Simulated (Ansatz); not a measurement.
**C3H5ClSi: up Jacob's ladder to CCSD(T)**

An exercise on one series of results from a longer session: the logs are not shown, and one member is left open.

Method: functionals in def2-TZVPP, the program's frozen cores in correlated methods; program: Ansatz 0.2.0, Gaussian basis.

The runs, in order: LDA (SPW92), PBE-D4, revPBE-D4, BLYP-D4, r2SCAN-D4, B97M-V, PBE0-D4, B3LYP-D4, r2SCANh-D4, r2SCAN0-D4, HSE06-D4, BHLYP-D4, CAM-B3LYP-D4, LC-ωPBE, ωB97X-V, ωB97M-V, B2PLYP, PBE-QIDH; CCSD(T)/def2-SVP; CCSD(T)/def2-TZVPP; MP2/def2-QZVPP; extrapolation to the limit; RPA on PBE.

### The relaxed structure

The geometry comes from an earlier relaxation with PBE0-D4 in a triple-zeta def2 set; it is a stationary point, not always the lowest conformer.

SMILES `CC1=C(Cl)[SiH2]1`, 10 atoms, charge 0, spin multiplicity 1.

Atoms are counted from 1 here; the program's logs count them from 0.

Bond lengths: C1–C2 1.476 Å, C1–H6 1.093 Å, C1–H7 1.093 Å, C1–H8 1.093 Å, C2–C3 1.329 Å, C2–Si5 1.828 Å, C3–Cl4 1.707 Å, C3–Si5 1.797 Å, Si5–H9 1.484 Å, Si5–H10 1.484 Å. Angles: C2–C1–H6 110.5°, C2–C1–H7 110.5°, C2–C1–H8 111.4°, H6–C1–H7 106.8°, H6–C1–H8 108.7°, H7–C1–H8 108.7°, C1–C2–C3 138.6°, C1–C2–Si5 154.1°, C3–C2–Si5 67.3°, C2–C3–Cl4 134.7°, C2–C3–Si5 69.7°, Cl4–C3–Si5 155.6°, C2–Si5–C3 43.0°, C2–Si5–H9 121.9°, C2–Si5–H10 121.8°, C3–Si5–H9 121.9°, C3–Si5–H10 121.9°, H9–Si5–H10 110.9°.

As a file:

```mol
C3H5ClSi
  3D, bonds by distance, orders not assigned

 10 10  0  0  0  0  0  0  0  0999 V2000
   -1.1034   -0.9863    0.5623 C   0  0
   -0.0730   -0.0788    0.0203 C   0  0
    0.4164    0.2823   -1.1610 C   0  0
    0.0845   -0.1467   -2.7790 Cl  0  0
    1.2624    1.1617    0.1587 Si  0  0
   -0.6545   -1.7096    1.2479 H   0  0
   -1.8446   -0.4239    1.1362 H   0  0
   -1.6162   -1.5297   -0.2348 H   0  0
    0.9793    2.5875    0.4581 H   0  0
    2.6323    0.7923    0.5943 H   0  0
  1  2  8  0
  2  3  8  0
  3  4  8  0
  3  5  8  0
  1  6  8  0
  1  7  8  0
  1  8  8  0
  5  9  8  0
  5 10  8  0
  2  5  8  0
M  END
```

Set-up of the first run:

Input file in.yaml:

```yaml
crystal:
  periodic: [false, false, false]
  atoms:
    - {symbol: C, position_ang: [-1.103433, -0.986270, 0.562302]}
    - {symbol: C, position_ang: [-0.073020, -0.078753, 0.020318]}
    - {symbol: C, position_ang: [0.416384, 0.282292, -1.161016]}
    - {symbol: Cl, position_ang: [0.084495, -0.146700, -2.779049]}
    - {symbol: Si, position_ang: [1.262408, 1.161684, 0.158702]}
    - {symbol: H, position_ang: [-0.654548, -1.709562, 1.247908]}
    - {symbol: H, position_ang: [-1.844555, -0.423941, 1.136239]}
    - {symbol: H, position_ang: [-1.616214, -1.529694, -0.234796]}
    - {symbol: H, position_ang: [0.979306, 2.587512, 0.458058]}
    - {symbol: H, position_ang: [2.632277, 0.792330, 0.594334]}
basis:
  gaussian: {orbitals: def2-TZVPP}
hamiltonian: {xc: lda}
output: {orbitals: {seedname: orbitals}}
```

The run is started by

```console
> ansatz run in.yaml --threads 4 --pin off --events-out ev --progress --plain --max-ram 10444MiB
```

Among the steps run: LDA; PBE-D4 (GGA); revPBE-D4 (GGA); BLYP-D4 (GGA); r2SCAN-D4 (meta-GGA); B97M-V (meta-GGA); B3LYP-D4 (hybrid); r2SCANh-D4 (hybrid); r2SCAN0-D4 (hybrid); HSE06-D4 (hybrid); BHLYP-D4 (hybrid); CAM-B3LYP-D4 (range-separated); LC-ωPBE (range-separated); ωB97X-V (range-separated); ωB97M-V (range-separated); B2PLYP (double hybrid); PBE-QIDH (double hybrid).

One of the session's tables, all rows but one given; the rest of the session is left out.

It belongs to the step «Orbital energies across the functionals». 

| functional | HOMO (eV) | gap (eV) |
| --- | --- | --- |
| LDA (SPW92) | -6.48 | 5.05 |
| PBE-D4 | -6.36 | 5.10 |
| revPBE-D4 | -6.31 | 5.13 |
| BLYP-D4 | -6.17 | 5.05 |
| r2SCAN-D4 | -6.57 | 5.57 |
| B97M-V | -6.64 | 5.55 |
| PBE0-D4 | -7.48 | 7.08 |
| B3LYP-D4 | -7.24 | 6.63 |
| r2SCANh-D4 | -6.99 | 6.29 |
| r2SCAN0-D4 | -7.62 | 7.37 |
| HSE06-D4 | -7.08 | 6.31 |
| BHLYP-D4 | -8.43 | 8.91 |
| CAM-B3LYP-D4 | ? | ? |
| LC-ωPBE | -10.08 | 11.83 |
| ωB97X-V | -9.71 | 11.34 |
| ωB97M-V | -9.59 | 10.94 |

Q: Estimate the row for CAM-B3LYP-D4 from the others.

The run gave: HOMO (eV): -8.72; gap (eV): 9.33. In the column «HOMO (eV)» it lies between ωB97M-V (-9.59) and BHLYP-D4 (-8.43).
